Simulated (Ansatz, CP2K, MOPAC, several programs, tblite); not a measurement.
Energy against volume for KRbBr₂ as one 4-atom ordering (R-3m) on the rocksalt lattice, at fixed shape and fractional coordinates, computed by several methods (PBE and r2SCAN, where shown, with plane waves in Ansatz); the cell shown is that of r2SCAN. With free coordinates or axes held, a curve is too stiff, and on another method's shape its minimum isn't the method's own volume. Space group R-3m (No. 166), trigonal; a = 4.778 Å, c = 23.465 Å in the conventional setting, 38.66 Å³ an atom. K is surrounded by 6 Br at 3.33 Å; Rb is surrounded by 6 Br at 3.44 Å; Br is surrounded by 3 K at 3.33 Å and 3 Rb at 3.44 Å. (Calculated; spin-unpolarised; the phase may be known or hypothetical.) Energies count from each curve's lowest point; fits are third-order Birch-Murnaghan.

```yaml
crystal:
  lattice:
    - [2.38906, 1.37932, 7.82180]
    - [-2.38906, 1.37932, 7.82180]
    - [0.00000, -2.75865, 7.82180]
  atoms:
    - { symbol: K, position: [0.00000, 0.00000, 0.00000] }
    - { symbol: Rb, position: [0.50000, 0.50000, 0.50000] }
    - { symbol: Br, position: [0.25423, 0.25423, 0.25423] }
    - { symbol: Br, position: [0.74577, 0.74577, 0.74577] }
```

GFN2-xTB (tblite), on the shape of the cell shown, as a cluster of 48 atoms at the zone centre:
```tsv
V (Å³/atom)	E (meV/atom)
34.023	65.90
36.343	37.42
38.663	18.68
40.982	6.83
43.302	0.00
```
The lowest point is an end point, so the minimum isn't bracketed.

PBE/DZVP (CP2K), on the shape of the cell shown:
```tsv
V (Å³/atom)	E (meV/atom)
34.023	64.32
36.343	24.76
38.663	5.24
40.982	0.00
43.302	5.00
```
V₀ = 40.88 Å³ an atom and B₀ = 13 GPa.

PBE, on the shape of its own relaxed cell:

| V (Å³/atom) | E (meV/atom) |
| --- | --- |
| 37.967 | 6.43 |
| 39.179 | 1.50 |
| 40.391 | 0.00 |
| 41.603 | 1.37 |
| 42.814 | 5.14 |

V₀ = 40.38 Å³ an atom and B₀ = 13 GPa.

r2SCAN, on the shape of its own relaxed cell:
```tsv
V (Å³/atom)	E (meV/atom)
36.343	7.82
37.503	1.95
38.663	0.00
39.823	1.34
40.982	5.41
```
V₀ = 38.74 Å³ an atom and B₀ = 15 GPa.

PM7 (MOPAC), on the shape of the cell shown, as a cluster of 48 atoms at the zone centre:
```csv
V (Å³/atom),E (meV/atom)
34.023,303.69
36.343,154.05
38.663,56.81
40.982,7.93
43.302,0.00
```
The fit gives a pressure derivative B′ of 1.8, outside the usual 2 to 7: a trait of the method or a rough curve, so no modulus is quoted.
